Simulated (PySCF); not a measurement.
**C₄H₄ClFSi: geometry, spin-spin couplings**

Aim: predict the spin-spin couplings of C₄H₄ClFSi (`FC1=C[SiH2]/C1=C/Cl`).

Programs: PySCF 2.14.0, with density-fitted response routines of our own. Each step states its level of theory. These are calculated values for one molecule in the gas phase, unless marked as measured. Atoms count from 0, in the outputs and in this text.

## 1. The starting structure

11 atoms, charge 0, multiplicity 1; geometry from: GFN2-xTB. The atoms were then displaced at random by about 0.01 Å, so the start is not that level's minimum.

Bonds of the start (Å): F0–C1 1.34, C1–C2 1.36, C2–Si3 1.87, Si3–C4 1.88, C4–C5 1.31, C5–Cl6 1.74, C4–C1 1.46, C2–H7 1.07, Si3–H8 1.46, Si3–H9 1.48, C5–H10 1.08.

## 2. Optimising the geometry at PBE0-D3(BJ)/def2-SVP

What the job is given:

```
{"job": {"xc": "PBE0", "basis": "def2-SVP", "d3": "d3bj", "grid": 1, "shake": 0.01, "kind": "geom"}, "charge": 0, "multiplicity": 1}
F      1.496180     1.768480     0.519120
C      0.400220     1.006960     0.363890
C     -0.887050     1.273850     0.701740
Si    -1.455460    -0.394620     0.089230
C      0.397180    -0.327890    -0.224580
C      1.355180    -1.076500    -0.721340
Cl     3.030690    -0.619810    -0.816700
H     -1.225680     2.178820     1.163610
H     -2.315170    -0.397770    -1.090780
H     -1.919150    -1.367810     1.106060
H      1.161170    -2.069530    -1.105930
```

On the command line:

```sh
$ OMP_NUM_THREADS=1 python probes_run.py task.json out
```

The driver reads the jobs from task.json and runs them one after another.

**Question.** This job is followed by: B3LYP/cc-pVTZ indirect spin-spin coupling, non-relativistic, gas phase; B3LYP/6-31G* indirect spin-spin coupling, non-relativistic, gas phase. Predict these results of the whole session: point group; rotational constants (main isotopes); largest coupling of the table (B3LYP/cc-pVTZ); range of J(F0,C1), mean over like pairs.

As calculated:

| quantity | value |
| --- | --- |
| point group | Cs |
| rotational constants (main isotopes) | 3.36, 1.19, 0.89 GHz |
| largest coupling of the table (B3LYP/cc-pVTZ) | ¹J(F,C) F0–C1, -402.0 Hz |
| range of J(F0,C1), mean over like pairs | -402.0 to -278.2 Hz |

In words: The start of the PBE0/def2-SVP relaxation was shaken at random by about 0.01 Å, so part of the energy gained, and of the first lengths quoted, undoes that. Over 8 steps the energy fell by 0.091 eV; of the close pairs, Si3–H8 changed most, 1.460 to 1.492 Å. No frequency check was run at this level, so the end point may be a saddle. Of the pairs tabulated at B3LYP/cc-pVTZ, F0–C1 couples most strongly (-402.0 Hz; Fermi contact -366.7 Hz). Couplings across rotatable bonds belong to this one conformer; where others are populated, the observed values are averages. The coupling F0–C1, as a mean over pairs of its kind, runs from -402.0 Hz (B3LYP/cc-pVTZ) to -278.2 Hz (B3LYP/6-31G*). Couplings from bases without tight functions are rough.
